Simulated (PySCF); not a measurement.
# WH₄: triplet, from a see-saw start

Aim: relax WH₄ as a triplet from a see-saw start, check by its vibrations whether the end is a minimum, and collect its spectrum and constants.

The runs use PySCF 2.14.0; BP86, basis W def2-TZVP with ECP60, H def2-TZVP, scalar-relativistic core potentials, no spin–orbit coupling, density fitting.

## (1) The system as given

5 atoms, charge 0, spin multiplicity 3.

Bond lengths: W1–H2 1.690 Å, W1–H3 1.690 Å, W1–H4 1.690 Å, W1–H5 1.690 Å. Angles: H2–W1–H3 170.0°, H2–W1–H4 86.9°, H2–W1–H5 86.9°, H3–W1–H4 86.9°, H3–W1–H5 86.9°, H4–W1–H5 104.0°.

```xyz
5
charge 0 multiplicity 3
W     0.0000    0.0000   -0.0127
H     0.0000    1.6836    0.1346
H     0.0000   -1.6836    0.1346
H     1.3317    0.0000    1.0278
H    -1.3317    0.0000    1.0278
```

## (2) Relaxing the triplet from the see-saw start

The steps below are one call of a driver around PySCF. For each, scf.py gives the equivalent set-up of the SCF; relaxations use the driver's own optimiser. Before each start the driver seeks the lowest SCF state from one or more starting densities and follows internal instabilities, so scf.py alone need not reach the same state.

The program finds C2v symmetry in the start, which this walk keeps.

scf.py reads:

```python
from pyscf import gto, scf, dft
mol = gto.M(atom='''
W      0.000000     0.000000    -0.012736
H      0.000000     1.683600     0.134564
H     -0.000000    -1.683600     0.134564
H      1.331700    -0.000000     1.027764
H     -1.331700     0.000000     1.027764''',
    basis={'W': 'def2-TZVP', 'H': 'def2-TZVP'},
    ecp={'W': 'def2-TZVP'},
    charge=0, spin=2)
mf = dft.UKS(mol, xc='B88,P86')
mf.grids.atom_grid = (50, 194)
aux = {'W': 'def2-universal-JKFIT', 'H': 'def2-universal-JKFIT'}
mf = mf.density_fit(auxbasis=aux)
mf.kernel()
```

After this run come: Is it a minimum? Harmonic modes; Downhill along the imaginary mode; Frequencies.

**Question.** What will these runs give? Wanted: minimum; geometry; wavenumbers; dipole moment; highest occupied, lowest empty level; polar-tensor charge of W1; zero-point energy; atomisation energy; ⟨S²⟩.

As calculated:

```
                                          quantity                                                                                               value
                                           minimum                                                                                         triplet, C1
                                          geometry  W–H 1.682 Å (×2), W–H 1.707 Å (×2); H–W–H 60.5°, H–W–H 70.5° (×2), H–W–H 111.7°, H–W–H 119.9° (×2)
                                wavenumbers (cm⁻¹)                167 (a), 553 (a), 823 (a), 856 (a), 1007 (a), 1930 (a), 1942 (a), 1989 (a), 2006 (a)
                                     dipole moment                                                                                              2.84 D
highest occupied, lowest empty level (either spin)                                                                                     -4.98, -3.33 eV
                         polar-tensor charge of W1                                                                                             +0.62 e
                                 zero-point energy                                                                                         67.4 kJ/mol
                               entropy at 298.15 K                                                                                     271.5 J/(mol K)
         atomisation energy (no zero-point energy)                                                                                         1181 kJ/mol
                                              ⟨S²⟩                                                                                               2.017
```

The see-saw start ends in a minimum without symmetry. The strongest infrared band lies at 1930 cm⁻¹ (a, stretch). Most of the spin sits on W1 (Mulliken spin 2.26, against 2 for the whole molecule). Only this shape and spin were tried, so other structures or states may lie lower. One determinant may miss the lowest occupation of an open d or f shell. Spin–orbit coupling, left out here, can matter for elements this heavy.
